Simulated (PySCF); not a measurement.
# CaBr⁻ (triplet) at other levels of theory

What do other methods print for CaBr⁻ (triplet)?

Program: PySCF 2.14.0. Level of theory: method and basis as typed in the scripts. These are calculated values, not measurements.

2 further runs of the same task are left out: 2 that didn't finish.

### Step 1. Starting geometry

CaBr⁻ (triplet): 2 atoms, charge -1, spin multiplicity 3.

Bond lengths: Ca1–Br2 2.739 Å.

### Step 2. The run that the others are compared with

File input.py:

```python
from pyscf import gto, scf

mol = gto.M(
    atom='Ca 0 0 0; Br 0 0 2.739',
    basis='pcseg-1',
    charge=-1,
    spin=2,
    verbose=4,
)
mf = scf.UHF(mol)
mf = mf.density_fit(auxbasis='def2-universal-jkfit')
mf.kernel()
mf.dip_moment()
print('orbital energies (hartree):', [e[max(0, n-3):n+3].round(4) for e, n in zip(mf.mo_energy, mol.nelec)])
```

Run with:

```
OMP_NUM_THREADS=1 python input.py
```

### Step 3. CASSCF (ROHF)

Run 1 changes step after the SCF: none → casscf; SCF type: UHF → ROHF; active space: none → 4 electrons in 5 orbitals.

File input.py:

```python
from pyscf import gto, scf, mcscf

mol = gto.M(
    atom='Ca 0 0 0; Br 0 0 2.739',
    basis='pcseg-1',
    charge=-1,
    spin=2,
    verbose=4,
)
mf = scf.ROHF(mol)
mf = mf.density_fit(auxbasis='def2-universal-jkfit')
mf.kernel()
mc = mcscf.CASSCF(mf, 5, 4)
mc.kernel()
mc.analyze()
mf.dip_moment()
print('orbital energies (hartree):', mf.mo_energy[..., max(0, mol.nelec[1]-3):mol.nelec[0]+3].round(4))
```

### Step 4. MP2

Run 2 changes step after the SCF: none → mp2.

input.py: that of step 2 with these lines changed.

```diff
@@ -1,2 +1,2 @@
-from pyscf import gto, scf
+from pyscf import gto, scf, mp
 
@@ -12,2 +12,3 @@
 mf.kernel()
+mp.MP2(mf).kernel()
 mf.dip_moment()
```

### Step 5. Revtpss (UKS)

Run 3 changes functional: none (Hartree–Fock) → revtpss; SCF type: UHF → UKS; step after the SCF: none → analyze.

File input.py:

```python
from pyscf import gto, dft

mol = gto.M(
    atom='Ca 0 0 0; Br 0 0 2.739',
    basis='pcseg-1',
    charge=-1,
    spin=2,
    verbose=4,
)
mf = dft.UKS(mol, xc='revtpss')
mf = mf.density_fit(auxbasis='def2-universal-jkfit')
mf.kernel()
mf.analyze()
print('orbital energies (hartree):', [e[max(0, n-3):n+3].round(4) for e, n in zip(mf.mo_energy, mol.nelec)])
```

### Step 6. CASCI (ROHF)

Run 4 changes step after the SCF: none → casci; SCF type: UHF → ROHF; active space: none → 10 electrons in 8 orbitals.

File input.py:

```python
from pyscf import gto, scf, mcscf

mol = gto.M(
    atom='Ca 0 0 0; Br 0 0 2.739',
    basis='pcseg-1',
    charge=-1,
    spin=2,
    verbose=4,
)
mf = scf.ROHF(mol)
mf = mf.density_fit(auxbasis='def2-universal-jkfit')
mf.kernel()
mc = mcscf.CASCI(mf, 8, 10)
mc.kernel()
mc.analyze()
mf.dip_moment()
print('orbital energies (hartree):', mf.mo_energy[..., max(0, mol.nelec[1]-3):mol.nelec[0]+3].round(4))
```

### Step 7. Stability test

Run 5 changes step after the SCF: none → stability.

input.py: that of step 2 with these lines changed.

```diff
@@ -12,2 +12,3 @@
 mf.kernel()
+mf.stability(internal=True, external=True)
 mf.dip_moment()
```

### Step 8. Gradient

Run 6 changes step after the SCF: none → gradient.

input.py: that of step 2 with these lines changed.

```diff
@@ -12,2 +12,3 @@
 mf.kernel()
+mf.nuc_grad_method().kernel()
 mf.dip_moment()
```

What does the calculation give? Wanted: for each run, E(SCF); from base; gap, α spin; after the SCF.

**Answer**, as computed:

```csv
run,E(SCF) (hartree),from base (eV),cycles,"gap, α spin (eV)",after the SCF
base,-3248.804504,0,11,5.52,n/a
CASSCF (ROHF),-3248.804309,+0.0053,9,n/a,CASSCF correlation -0.176 eV
MP2,-3248.804504,0.0000,11,5.52,MP2 correlation -7.502 eV
revtpss (UKS),-3250.496506,not comparable,11,0.39,n/a
CASCI (ROHF),-3248.804309,+0.0053,9,n/a,CASCI correlation -0.009 eV
stability test,-3248.804504,0.0000,11,5.52,unstable: UHF/UKS -> GHF/GKS
gradient,-3248.804504,0.0000,11,5.52,n/a
```

What this shows: The highest filled level of this anion is positive: the basis lacks diffuse functions or the electron is not bound, so these numbers hang on the basis. Total energies of different functionals can't be compared with each other; differences within one functional can. The dearest run is “CASSCF (ROHF)”, at 21 s against 0.84 s.
